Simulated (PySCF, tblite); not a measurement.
**C₄H₇NOSi: geometry, infrared bands and NMR shifts**

Wanted: the infrared bands and NMR shifts of C₄H₇NOSi (`C=C1[SiH2][C@H]1C(N)=O`), by calculation.

Computed with tblite 0.8.0 and PySCF 2.14.0, with density-fitted response routines of our own, on a single molecule in the gas phase. Atoms are numbered from 0 throughout.

## (1) Starting geometry

14 atoms, charge 0, multiplicity 1; geometry from: force field or distance geometry start.

Bonds of the start (Å): C0–C1 1.33, C1–Si2 1.71, Si2–C3 2.30, C3–C4 1.49, C4–N5 1.37, C4–O6 1.21, C3–C1 1.41, C0–H7 1.08, C0–H8 1.09, Si2–H9 1.50, Si2–H10 1.48, C3–H11 1.09, N5–H12 1.01, N5–H13 1.01.

## (2) Geometry optimisation with GFN2-xTB

The job: settings as JSON, then the geometry in Å.

```
{"job": {"kind": "relax", "xc": "GFN2-xTB", "basis": "xTB"}, "charge": 0, "multiplicity": 1}
C      1.376500     1.280000    -1.024500
C      0.744900     0.737900     0.010600
Si    -0.012100     1.314300     1.436900
C      0.535400    -0.622800     0.327500
C     -0.814100    -1.221100     0.159100
N     -1.188600    -1.373700    -1.150300
O     -1.498800    -1.591200     1.086800
H      1.808100     0.667000    -1.798500
H      1.476600     2.355100    -1.135200
H     -1.508200     1.336500     1.415800
H      0.612400     1.057000     2.748200
H      1.131900    -1.066500     1.130700
H     -2.082600    -1.796700    -1.336700
H     -0.582200    -1.076300    -1.907600
```

Launch:

```
$ OMP_NUM_THREADS=1 python probes_run.py task.json out
```

This one command runs all jobs of the session in turn.

**Question.** This job is followed by: GFN2-xTB harmonic vibrations, gas phase; GIAO PBE0/pcSseg-1 NMR shielding, non-relativistic, gas phase. What will the session give for the following? strongest single infrared mode (GFN2-xTB); zero-point energy (GFN2-xTB); ¹³C shifts against TMS (PBE0/pcSseg-1); ¹H shifts against TMS (PBE0/pcSseg-1); ²⁹Si shifts against TMS (PBE0/pcSseg-1); ¹⁵N shifts against NH3 (PBE0/pcSseg-1); ¹⁷O shifts against H2O (PBE0/pcSseg-1).

As calculated:

| quantity | value |
| --- | --- |
| strongest single infrared mode (GFN2-xTB) | 1731 cm⁻¹, 615 km/mol |
| zero-point energy (GFN2-xTB) | 61.6 kcal/mol |
| ¹³C shifts against TMS (PBE0/pcSseg-1) | 173.2, 149.1, 137.0, 23.5 ppm |
| ¹H shifts against TMS (PBE0/pcSseg-1) | 6.92, 6.75, 4.71, 3.96, 3.49, 3.45, 2.40 ppm |
| ²⁹Si shifts against TMS (PBE0/pcSseg-1) | -132.5 ppm |
| ¹⁵N shifts against NH3 (PBE0/pcSseg-1) | 108.0 ppm |
| ¹⁷O shifts against H2O (PBE0/pcSseg-1) | 432.6 ppm |

The optimisation took 111 steps and gained 1.491 eV; among the close pairs (by a distance rule), Si2–C3 changed most, from 2.298 to 1.927 Å. No mode is imaginary among the 36: a minimum at this level. The strongest single mode, at 1731 cm⁻¹, moves mainly C4 and O6. Unscaled tight-binding wavenumbers are off by several per cent, some by more. Its intensities can rank the bands wrongly. At PBE0/pcSseg-1: The largest span, 698 ppm, is at O6, where the paramagnetic term is -495 ppm.
